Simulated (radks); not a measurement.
# Ionisation of Co: one atom, several choices of relativity

The task here is to estimate one member of a computed series from the others.

The numbers are computed with radks (a radial shooting solver on a logarithmic mesh, Libxc functionals) version 1 (Kohn-Sham, PBE, spin-unpolarised, spherical densities), except any that are marked as measured or tabulated.

**Starting point**

- element: cobalt (Z = 27)
- charge: 0
- electrons: 27
- configuration: [Ar] 3d7 4s2
- ion: Co⁺, [Ar] 3d8
- choices: non-relativistic; scalar-relativistic; Dirac, 2j+1 shares; Dirac, low j first; scalar-relativistic, finite nucleus; Dirac, 2j+1 shares, finite nucleus; Dirac, c × 3; Dirac, c × 10; Dirac, c × 5

The first run:

Input:

```text
Z 27
configuration [Ar] 3d7 4s2 4p0 5s0
relativity non-relativistic
functional pbe,pbe
spin unpolarised
nucleus point
```

Steps of the session up to this table: non-relativistic: Co.

One table of the session follows, with a row left open; its other results are not shown here.

From the orbitals of this run (lengths in bohr):

```
level      <r>  outermost maximum (interpolated)  90 % within  nodes
   1s  0.05691                            0.0375        0.101      0
   2s        ?                                 ?            ?      ?
   2p   0.2262                             0.173        0.370      0
   3s   0.7829                             0.676         1.17      2
   3p   0.8199                             0.681         1.27      1
   3d    1.063                             0.666         1.88      0
   4s    2.933                              2.35         4.51      3
   4p    4.420                              3.26         7.12      2
```

Q: Estimate the row for 2s from the others.

The run gave: <r>: 0.2587; outermost maximum (interpolated): 0.216; 90 % within: 0.400; nodes: 1. In the column «<r>» it lies between 2p (0.2262) and 3s (0.7829).

To keep in mind: Runs with a scaled speed of light are not ranked. Spin polarisation and multiplet splitting of open shells are left out at every level.
